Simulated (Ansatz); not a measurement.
# C2H8O2Zr: basis-set convergence

One table from this session's results is given with a row withheld; the runs are named, their logs left out.

Method: one geometry, several basis sets; program: Ansatz 0.2.0, Gaussian basis.

Levels to be run: PBE0-D4/def2-SVP; ωB97M-V/def2-SVP; PBE0-D4/def2-QZVPP; ωB97M-V/def2-QZVPP; the functionals' def2-TZVPP values are taken from earlier runs.

## Structure used throughout

All runs share one geometry, relaxed beforehand with PBE0-D4 in a triple-zeta def2 set. Zr takes the def2 core potential; no spin-orbit term is included.

SMILES `[CH3][Zr]([CH3])([OH])[OH]`, 13 atoms, charge 0, spin multiplicity 1.

Atoms are counted from 1 here; the program's logs count them from 0.

Bond lengths: C1–Zr2 2.230 Å, C1–H6 1.097 Å, C1–H7 1.097 Å, C1–H8 1.096 Å, Zr2–C3 2.230 Å, Zr2–O4 1.920 Å, Zr2–O5 1.920 Å, C3–H9 1.097 Å, C3–H10 1.096 Å, C3–H11 1.097 Å, O4–H12 0.952 Å, O5–H13 0.952 Å. Angles: Zr2–C1–H6 110.5°, Zr2–C1–H7 110.5°, Zr2–C1–H8 113.1°, H6–C1–H7 107.7°, H6–C1–H8 107.4°, H7–C1–H8 107.4°, C1–Zr2–C3 106.0°, C1–Zr2–O4 108.1°, C1–Zr2–O5 108.1°, C3–Zr2–O4 108.1°, C3–Zr2–O5 108.1°, O4–Zr2–O5 117.9°, Zr2–C3–H9 110.5°, Zr2–C3–H10 113.1°, Zr2–C3–H11 110.5°, H9–C3–H10 107.4°, H9–C3–H11 107.7°, H10–C3–H11 107.4° and more.

Set-up of the first run:

Contents of in.yaml:

```yaml
crystal:
  periodic: [false, false, false]
  atoms:
    - {symbol: C, position_ang: [-1.804553, -0.757691, 0.022255]}
    - {symbol: Zr, position_ang: [0.083115, 0.359475, -0.381444]}
    - {symbol: C, position_ang: [1.550413, -0.341673, 1.144910]}
    - {symbol: O, position_ang: [0.727280, -0.164288, -2.112832]}
    - {symbol: O, position_ang: [-0.250824, 2.225374, -0.074860]}
    - {symbol: H, position_ang: [-2.161331, -0.554817, 1.039609]}
    - {symbol: H, position_ang: [-1.637470, -1.838577, -0.062428]}
    - {symbol: H, position_ang: [-2.614793, -0.496161, -0.667479]}
    - {symbol: H, position_ang: [1.180670, -0.135997, 2.157037]}
    - {symbol: H, position_ang: [2.531154, 0.137753, 1.050430]}
    - {symbol: H, position_ang: [1.704972, -1.424480, 1.060734]}
    - {symbol: H, position_ang: [1.030841, -0.178656, -3.015398]}
    - {symbol: H, position_ang: [-0.339476, 3.169719, -0.160534]}
basis:
  gaussian: {orbitals: def2-SVP}
hamiltonian: {xc: pbe0, dispersion: d4}
output: {orbitals: {seedname: orbitals}}
```

On the command line:

```
$ ansatz run in.yaml --threads 4 --pin off --events-out ev --progress --plain --max-ram 11315MiB
```

Among the steps run: PBE0-D4 in def2-SVP; ωB97M-V in def2-SVP; PBE0-D4 in def2-QZVPP; ωB97M-V in def2-QZVPP.

One table of the session follows, with a row left open; its other results are not shown here.

It belongs to the step «Density functionals: the series». 

| functional | basis | HOMO (eV) |
| --- | --- | --- |
| PBE0-D4 | def2-SVP | -6.99 |
| PBE0-D4 | def2-TZVPP | ? |
| PBE0-D4 | def2-QZVPP | -7.13 |
| ωB97M-V | def2-SVP | -9.29 |
| ωB97M-V | def2-TZVPP | -9.41 |
| ωB97M-V | def2-QZVPP | -9.43 |

Q: Estimate the row for PBE0-D4, def2-TZVPP from the others.

**Answer.** HOMO (eV): -7.10. In the column «HOMO (eV)» it lies between PBE0-D4, def2-QZVPP (-7.13) and PBE0-D4, def2-SVP (-6.99).
